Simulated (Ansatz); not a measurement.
# Na2Pd: the cost of one run

Program: Ansatz 0.2.0. Level of theory: DFT PBE, scalar-relativistic, plane waves, PAW. These are calculated values, not measurements.

2 further runs of the same task are left out: 1 that didn't finish, 1 set aside as unsound or not needed.

**1. The structure to begin with**

The structure is trigonal, space group P-3m1 (No. 164). The conventional cell has a = 3.457 Å, b = 3.457 Å, c = 8.469 Å, α = 90.00°, β = 90.00°, γ = 120.00°. Na (site symmetry 3m) is surrounded by 3 Pd at 3.46 Å and 9 Na at 3.46 Å. Around Pd (site symmetry -3m) lie 6 Na at 3.46 Å and 6 Pd at 3.46 Å.

Structure file:

```
Na Pd
1.0
     3.45734    0.00000    0.00000
    -1.72867    2.99414    0.00000
     0.00000    0.00000    8.46872
Na Pd
2 1
Cartesian
  0.0000 1.9961 5.6458
  1.7287 0.9980 2.8229
  0.0000 0.0000 0.0000
```

The cell is invented: ordered superstructure of fcc (P-3m1, No. 164). Lengths come from tabulated atomic sizes and are only a guess.

**2. Probe: one point on a coarse mesh**

input.yaml reads:

```yaml
crystal:
  lattice:
    - [3.45733862, 0.0, 0.0]
    - [-1.72866931, 2.99414307, 0.0]
    - [0.0, 0.0, 8.46871549]
  atoms:
    - { symbol: Na, position: [0.33333333, 0.66666667, 0.66666667] }
    - { symbol: Na, position: [0.66666667, 0.33333333, 0.33333333] }
    - { symbol: Pd, position: [0.0, 0.0, 0.0] }
basis:
  ecutwfc: 420
kpoints:
  mp_grid: { grid: [6, 6, 2] }
hamiltonian:
  xc: pbe
scf:
  occupations: { method: gaussian, width: 0.1 }
  lower_state_search: "off"
output:
  forces: true
  stress: true
  eigenvalues: true
```

On the command line:

```bash
$ ansatz run input.yaml --threads 1 --pin off --max-ram 2048MiB --backend cpu --events-out ev --progress --plain --runs-dir out
```

What time and memory should one allow on 1 thread of Arm Neoverse V1, shared host?

About 2.8 s, with a peak of 0.3 GiB.
